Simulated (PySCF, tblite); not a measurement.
**C6H15FOSi: geometry, infrared bands and NMR shifts**

Wanted: the infrared bands and NMR shifts of C6H15FOSi (`C[C@H](CF)OC(C)(C)[SiH3]`), by calculation.

Programs: tblite 0.8.0 and PySCF 2.14.0, with density-fitted response routines of our own. Each step states its level of theory. These are calculated values for one molecule in the gas phase, unless marked as measured. Atoms are numbered from 0 throughout.

## (1) Starting geometry

24 atoms, charge 0, multiplicity 1; geometry from: force field or distance geometry start.

Bonds of the start (Å): C0–C1 1.53, C1–C2 1.54, C2–F3 1.38, C1–O4 1.36, O4–C5 1.36, C5–C6 1.50, C5–C7 1.52, C5–Si8 1.89, C0–H9 1.10, C0–H10 1.11, C0–H11 1.10, C1–H12 1.09, C2–H13 1.12, C2–H14 1.10, C6–H15 1.11, C6–H16 1.11, C6–H17 1.13, C7–H18 1.11, C7–H19 1.13, C7–H20 1.10, Si8–H21 1.48, Si8–H22 1.45, Si8–H23 1.47.

## (2) Optimising the geometry with GFN2-xTB

What the job is given:

```
{"job": {"kind": "relax", "xc": "GFN2-xTB", "basis": "xTB"}, "charge": 0, "multiplicity": 1}
C      1.939400    -0.726200    -1.390500
C      1.275400     0.217300    -0.386400
C      2.376800     0.532700     0.646000
F      3.463100     1.157400     0.064200
O      0.311700    -0.486300     0.270000
C     -0.963900    -0.004900     0.221400
C     -1.190000     1.360000     0.795200
C     -1.555100    -0.001800    -1.173600
Si    -1.917100    -1.260800     1.264100
H      2.596100    -0.185400    -2.084800
H      1.096200    -1.241600    -1.901400
H      2.512800    -1.468000    -0.807500
H      0.976300     1.139500    -0.886600
H      2.650900    -0.464000     1.084300
H      1.892100     1.105000     1.454600
H     -0.839400     1.484400     1.841700
H     -0.837400     2.187200     0.142500
H     -2.311500     1.508300     0.812400
H     -1.553700    -1.022400    -1.610600
H     -2.637700     0.296900    -1.097100
H     -1.076400     0.729200    -1.846100
H     -1.771700    -2.556700     0.571700
H     -3.287000    -0.863800     1.512800
H     -1.161300    -1.416200     2.511100
```

Launch:

```console
> OMP_NUM_THREADS=1 python probes_run.py task.json out
```

The driver reads the jobs from task.json and runs them one after another.

**Question.** This job is followed by: GFN2-xTB harmonic vibrations, gas phase; GIAO PBE0/pcSseg-1 NMR shielding, non-relativistic, gas phase. Predict these results of the whole session: strongest single infrared mode (GFN2-xTB); zero-point energy (GFN2-xTB); 13C shifts against TMS (PBE0/pcSseg-1); 1H shifts against TMS (PBE0/pcSseg-1, means over atoms taken as alike); 19F shifts against CFCl3 (PBE0/pcSseg-1); 17O shifts against H2O (PBE0/pcSseg-1); 29Si shifts against TMS (PBE0/pcSseg-1).

The runs gave:

```
                                                              quantity                                         value
                             strongest single infrared mode (GFN2-xTB)                          786 cm⁻¹, 402 km/mol
                                          zero-point energy (GFN2-xTB)                                122.1 kcal/mol
                                13C shifts against TMS (PBE0/pcSseg-1)        90.2, 71.4, 67.5, 24.6, 24.5, 22.6 ppm
1H shifts against TMS (PBE0/pcSseg-1, means over atoms taken as alike)  4.67, 4.19, 3.80, 3.77, 1.43, 1.37, 1.25 ppm
                              19F shifts against CFCl3 (PBE0/pcSseg-1)                                    -254.3 ppm
                                17O shifts against H2O (PBE0/pcSseg-1)                                      76.0 ppm
                               29Si shifts against TMS (PBE0/pcSseg-1)                                     -53.4 ppm
```

What this shows: Over 83 steps the energy fell by 0.663 eV; of the close pairs, O4–C5 changed most, 1.364 to 1.435 Å. All 66 modes are real, so the xTB geometry is a minimum. The strongest single mode, at 786 cm⁻¹, moves mainly H22, H21 and H23. Unscaled tight-binding wavenumbers are off by several per cent, some by more. Its intensities can rank the bands wrongly. At PBE0/pcSseg-1: Shielding is most anisotropic at Si8 (span 108 ppm, paramagnetic term -479 ppm).
